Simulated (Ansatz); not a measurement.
# GaBHCl (quintet): wave-function methods side by side, cc-pVDZ

How much of the correlation energy of GaBHCl (quintet) does each wave-function method recover here?

Program: Ansatz 0.2.0, Gaussian basis. Level of theory: cc-pVDZ, core rule «outside noble gas», up to 20 orbitals frozen. These are calculated values, not measurements.

Plan: UHF; CCSD(T) on ROHF; CCSD(T) on UHF; BCCD(T) on ROHF; CISD as a restricted active space (open shells left free, so some higher excitations enter); CCSDT(Q) on ROHF; CCSDT(Q) on UHF.

26 further runs of the same task are left out: 2 for a known fault of the program, 13 that didn't finish, 11 set aside as unsound or not needed. Runs told in other sessions of the task aren't counted.

### 1 The geometry

The geometry is a PBE0/def2-TZVP stationary point (not a proven minimum) of the parent state, kept for this charge and spin. No spin-orbit coupling is included. The filled d shell of Ga may be among the frozen orbitals whatever the setting's name suggests.

4 atoms, charge 0, spin multiplicity 5.

Atoms are counted from 1 here; the program's logs count them from 0.

Bond lengths: B1–Ga2 1.909 Å, B1–H4 1.183 Å, Ga2–Cl3 2.110 Å. Angles: Ga2–B1–H4 148.6°, B1–Ga2–Cl3 161.5°.

Coordinates:

```xyz
4
BClGaH
B     0.0000   -0.3428    2.2964
Ga    0.0000    0.0981    0.4394
Cl    0.0000   -0.0891   -1.6618
H     0.0000    0.0237    3.4216
```

### 2 UHF

in.yaml reads:

```yaml
crystal:
  periodic: [false, false, false]
  atoms:
    - {symbol: B, position_ang: [0.000000, -0.342826, 2.296381]}
    - {symbol: Ga, position_ang: [0.000000, 0.098129, 0.439441]}
    - {symbol: Cl, position_ang: [0.000000, -0.089117, -1.661752]}
    - {symbol: H, position_ang: [0.000000, 0.023715, 3.421568]}
basis:
  gaussian: {orbitals: cc-pVDZ}
magnetization: {spin_polarized: true, initial_magnetization: 4}
hamiltonian: {xc: hf}
output: {orbitals: {seedname: orbitals}}
```

On the command line:

```sh
$ ansatz run in.yaml --threads 1 --pin off --events-out ev --progress --plain --max-ram 2393MiB
```

After this run come: CCSD(T) on ROHF; CCSD(T) on UHF; BCCD(T) on ROHF; CISD as a restricted active space (open shells left free, so some higher excitations enter); CCSDT(Q) on ROHF; CCSDT(Q) on UHF.

Q: Predict the results of all the runs planned. Wanted: UCCSDT(Q) from the RHF energy; RMP2 from UCCSDT(Q); UMP2 from UCCSDT(Q); RCCSD from UCCSDT(Q); RCCSD(T) from UCCSDT(Q); UCCSD(T) from UCCSDT(Q); RCCSDT(Q) from UCCSDT(Q); T1 diagnostic.

The runs gave:

| quantity | value |
| --- | --- |
| UCCSDT(Q) from the ROHF energy | -7.3728 eV |
| RMP2 from UCCSDT(Q) | +1271.1 meV |
| UMP2 from UCCSDT(Q) | +1248.5 meV |
| RCCSD from UCCSDT(Q) | +289.3 meV |
| RCCSD(T) from UCCSDT(Q) | +76.4 meV |
| UCCSD(T) from UCCSDT(Q) | +66.0 meV |
| RCCSDT(Q) from UCCSDT(Q) | +13.7 meV |
| levels within 1 kcal/mol (43 meV) | RCCSDT, UCCSDT, RCCSDT(Q) |
| T1 diagnostic | 0.043 |

**Reading.** RCCSD(T) misses by +76.4 meV, 1.0 % of the correlation energy. These misses are within one basis, not against nature; the frozen cores of restricted and unrestricted runs differ, which can shift their rows.
